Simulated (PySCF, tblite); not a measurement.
# C₇H₇N₃: infrared bands and NMR shifts

Wanted: the infrared bands and NMR shifts of C₇H₇N₃ (`Cc1nnn2ccccc12`), by calculation.

The runs use tblite 0.8.0 and PySCF 2.14.0, with density-fitted response routines of our own; the level of theory stands in each step. All values are computed, except where a source is named. Atoms are numbered from 0 throughout.

### 1 The starting structure

17 atoms, charge 0, multiplicity 1; geometry from: GFN2-xTB.

Bonds of the start (Å): C0–C1 1.48, C1–N2 1.33, N2–N3 1.29, N3–N4 1.32, N4–C5 1.35, C5–C6 1.36, C6–C7 1.42, C7–C8 1.36, C8–C9 1.40, C9–C1 1.40, C9–N4 1.39, C0–H10 1.09, C0–H11 1.09, C0–H12 1.09, C5–H13 1.08, C6–H14 1.08, C7–H15 1.08, C8–H16 1.08.

### 2 Infrared spectrum with GFN2-xTB

What the job is given:

```
{"job": {"kind": "ir", "xc": "GFN2-xTB", "basis": "xTB"}, "charge": 0, "multiplicity": 1}
C      2.774082    -0.419986     0.081884
C      1.530104     0.383679     0.172736
N      1.521793     1.690579     0.442087
N      0.313462     2.148687     0.462180
N     -0.514086     1.147510     0.204448
C     -1.865332     1.196492     0.132507
C     -2.549544     0.055969    -0.144357
C     -1.861976    -1.162920    -0.354975
C     -0.500162    -1.206342    -0.280463
C      0.199162    -0.024919     0.006375
H      2.762662    -1.225794     0.815140
H      2.871259    -0.862331    -0.909152
H      3.627653     0.223875     0.271192
H     -2.317152     2.159946     0.304069
H     -3.625370     0.079814    -0.204159
H     -2.428118    -2.054030    -0.574711
H      0.054566    -2.118199    -0.434713
```

**Question.** This job is followed by: GIAO PBE0/pcSseg-1 NMR shielding, non-relativistic, gas phase. What will the session give for the following? strongest single infrared mode (GFN2-xTB); zero-point energy (GFN2-xTB); ¹³C shifts against TMS (PBE0/pcSseg-1); ¹H shifts against TMS (PBE0/pcSseg-1, means over atoms taken as alike); ¹⁵N shifts against NH3 (PBE0/pcSseg-1).

The runs gave:

| quantity | value |
| --- | --- |
| strongest single infrared mode (GFN2-xTB) | 1285 cm⁻¹, 83 km/mol |
| zero-point energy (GFN2-xTB) | 81.4 kcal/mol |
| ¹³C shifts against TMS (PBE0/pcSseg-1) | 139.0, 137.8, 129.6, 127.0, 123.6, 119.1, 13.1 ppm |
| ¹H shifts against TMS (PBE0/pcSseg-1, means over atoms taken as alike) | 8.88, 7.97, 7.33, 7.12, 2.89 ppm |
| ¹⁵N shifts against NH3 (PBE0/pcSseg-1) | 393.1, 367.6, 287.2 ppm |

All 45 modes are real, so the xTB geometry is a minimum. The strongest single mode, at 1285 cm⁻¹, is carried by N3, N2, N4. GFN2-xTB is a fitted tight-binding method: band positions and strengths are rough. Its intensities can rank the bands wrongly. At PBE0/pcSseg-1: Shielding is most anisotropic at N2 (span 525 ppm, paramagnetic term -455 ppm). NICS(1)zz of -40 ppm above the planar ring from C1 marks a diatropic (aromatic) ring current. NICS(1)zz of -22 ppm above the planar ring from N4 marks a diatropic (aromatic) ring current.
